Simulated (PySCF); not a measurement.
# CBBr2N: the cost of one run

Computed with PySCF 2.14.0, with density-fitted response routines of our own, on a single molecule in the gas phase. Atoms count from 0, in the outputs and in this text.

### 1 Starting geometry

5 atoms, charge 0, multiplicity 1; geometry from: GFN2-xTB. The atoms were then displaced at random by about 0.01 Å, so the start is not that level's minimum.

Bonds of the start (Å): N0–C1 1.17, C1–B2 1.54, B2–Br3 1.85, B2–Br4 1.87.

### 2 Optimising the geometry at PBE0-D3(BJ)/def2-SVP

What the job is given:

```
{"job": {"xc": "PBE0", "basis": "def2-SVP", "d3": "d3bj", "grid": 1, "shake": 0.01, "kind": "geom"}, "charge": 0, "multiplicity": 1}
N      2.223260    -0.099650    -0.006150
C      1.050300    -0.039310    -0.006580
B     -0.483790     0.014360    -0.009170
Br    -1.305510     1.675450    -0.010240
Br    -1.450680    -1.584830    -0.005740
```

Run with:

```sh
$ OMP_NUM_THREADS=1 python probes_run.py task.json out
```

This one command runs all jobs of the session in turn.

Q: Estimate the wall time and peak memory of this first job on 1 thread of Arm Neoverse V1, shared host.

About 44 s, with a peak of 0.48 GiB.
